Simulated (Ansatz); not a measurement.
**C₂H₅FO₂Si: one species, many methods**

An exercise on one series of results from a longer session: the logs are not shown, and one member is left open.

Method: functionals in def2-TZVPP, the program's frozen cores in correlated methods; program: Ansatz 0.2.0, Gaussian basis.

The runs, in order: PBE-D4, r2SCAN-D4, PBE0-D4, B3LYP-D4, ωB97X-V, ωB97M-V, B2PLYP; CCSD(T)/def2-TZVPP; MP2/def2-QZVPP; extrapolation to the limit.

### The geometry

All runs share one geometry, relaxed beforehand with PBE0-D4 in a triple-zeta def2 set.

SMILES `CO[Si]1(F)CO1`, 11 atoms, charge 0, spin multiplicity 1.

Atoms are counted from 1 here; the program's logs count them from 0.

Bond lengths: C1–O2 1.415 Å, C1–H7 1.092 Å, C1–H8 1.092 Å, C1–H9 1.091 Å, O2–Si3 1.604 Å, Si3–F4 1.585 Å, Si3–C5 1.781 Å, Si3–O6 1.620 Å, C5–O6 1.531 Å, C5–H10 1.087 Å, C5–H11 1.088 Å. Angles: O2–C1–H7 111.8°, O2–C1–H8 109.3°, O2–C1–H9 108.5°, H7–C1–H8 109.2°, H7–C1–H9 109.1°, H8–C1–H9 108.9°, C1–O2–Si3 129.5°, O2–Si3–F4 108.4°, O2–Si3–C5 126.2°, O2–Si3–O6 119.1°, F4–Si3–C5 121.6°, F4–Si3–O6 117.7°, C5–Si3–O6 53.3°, Si3–C5–O6 58.0°, Si3–C5–H10 122.8°, Si3–C5–H11 123.1°, O6–C5–H10 111.3°, O6–C5–H11 111.5° and more.

The first run:

in.yaml

```yaml
crystal:
  periodic: [false, false, false]
  atoms:
    - {symbol: C, position_ang: [0.105893, -2.104903, 0.014635]}
    - {symbol: O, position_ang: [0.549269, -0.776074, 0.212701]}
    - {symbol: Si, position_ang: [-0.285261, 0.593215, 0.185345]}
    - {symbol: F, position_ang: [-1.829303, 0.236650, 0.144419]}
    - {symbol: C, position_ang: [0.318345, 2.183170, -0.343451]}
    - {symbol: O, position_ang: [0.180818, 1.818287, 1.136919]}
    - {symbol: H, position_ang: [-0.984255, -2.171761, 0.000772]}
    - {symbol: H, position_ang: [0.500573, -2.479430, -0.932058]}
    - {symbol: H, position_ang: [0.490453, -2.722250, 0.827751]}
    - {symbol: H, position_ang: [1.357034, 2.359399, -0.612434]}
    - {symbol: H, position_ang: [-0.338168, 3.006794, -0.614199]}
basis:
  gaussian: {orbitals: def2-TZVPP}
hamiltonian: {xc: pbe, dispersion: d4}
output: {forces: true, orbitals: {seedname: orbitals}}
```

Started as:

```console
$ ansatz run in.yaml --threads 4 --pin off --events-out ev --progress --plain --max-ram 10444MiB
```

Steps of the session up to this table: PBE-D4 (GGA); r2SCAN-D4 (meta-GGA); PBE0-D4 (hybrid); B3LYP-D4 (hybrid); ωB97X-V (range-separated); ωB97M-V (range-separated); B2PLYP (double hybrid); CCSD(T) in def2-TZVPP; MP2 in def2-QZVPP.

One of the session's tables, all rows but one given; the rest of the session is left out.

It belongs to the step «Atomisation energies». 

| method | atomisation energy (kJ/mol) |
| --- | --- |
| PBE-D4 | 4579.6 |
| r2SCAN-D4 | 4498.9 |
| PBE0-D4 | 4466.6 |
| B3LYP-D4 | 4461.8 |
| ωB97X-V | 4492.6 |
| ωB97M-V | 4495.2 |
| B2PLYP | 4434.4 |
| HF/def2-TZVPP | 3186.9 |
| MP2/def2-TZVPP | 4492.4 |
| CCSD/def2-TZVPP | ? |
| CCSD(T)/def2-TZVPP | 4361.6 |
| MP2/CBS | 4623.9 |
| CCSD(T)/CBS | 4493.1 |

**Question.** Estimate the row for CCSD/def2-TZVPP.

**Answer.** atomisation energy (kJ/mol): 4286.2. In the column «atomisation energy (kJ/mol)» it lies between HF/def2-TZVPP (3186.9) and CCSD(T)/def2-TZVPP (4361.6).

To keep in mind: Free atoms (2 C, 2 O, 1 Si, 1 F, 5 H) were run apart at each level; the atomisation energy is their sum less the molecule, without zero-point or spin-orbit terms.
